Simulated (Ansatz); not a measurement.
# BClFH2N: the cost of one run

Method: RHF/def2-SVP, in Ansatz 0.2.0.

## 1. The system as given

Bond lengths: B1–Cl2 1.860 Å, B1–F3 1.320 Å, B1–N4 1.550 Å, N4–H5 1.060 Å, N4–H6 1.060 Å. Angles: Cl2–B1–F3 120.0°, Cl2–B1–N4 120.0°, F3–B1–N4 120.0°, B1–N4–H5 120.0°, B1–N4–H6 120.0°, H5–N4–H6 120.0°.

Coordinates:

```xyz
6

B     0.0000    0.0000    0.0000
Cl    0.0000    0.0000    1.8600
F     1.1431    0.0000   -0.6600
N    -1.3423    0.0000   -0.7750
H    -2.0112   -0.8164   -0.6764
H    -1.5914    0.8164   -1.4036
```

## 2. Relaxing the start

File input.yaml:

```yaml
crystal:
  periodic: [false, false, false]
  atoms:
    - { symbol: B, position_ang: [0.0, 0.0, 0.0] }
    - { symbol: Cl, position_ang: [0.0, 0.0, 1.86] }
    - { symbol: F, position_ang: [1.1431, 0.0, -0.66] }
    - { symbol: "N", position_ang: [-1.3423, 0.0, -0.775] }
    - { symbol: H, position_ang: [-2.0112, -0.8164, -0.6764] }
    - { symbol: H, position_ang: [-1.5914, 0.8164, -1.4036] }
basis:
  gaussian: { orbitals: def2-SVP }
hamiltonian:
  xc: hf
relax:
  f_tol: 0.02
  max_steps: 40
output:
  orbitals: {}
```

Command:

```sh
ansatz run input.yaml --threads 1 --pin off --max-ram 2048MiB --backend cpu --events-out ev --progress --plain --runs-dir out
```

Q: Estimate wall time and peak memory on 1 thread of Arm Neoverse V1, shared host.

About 9.2 s, with a peak of 0.14 GiB.
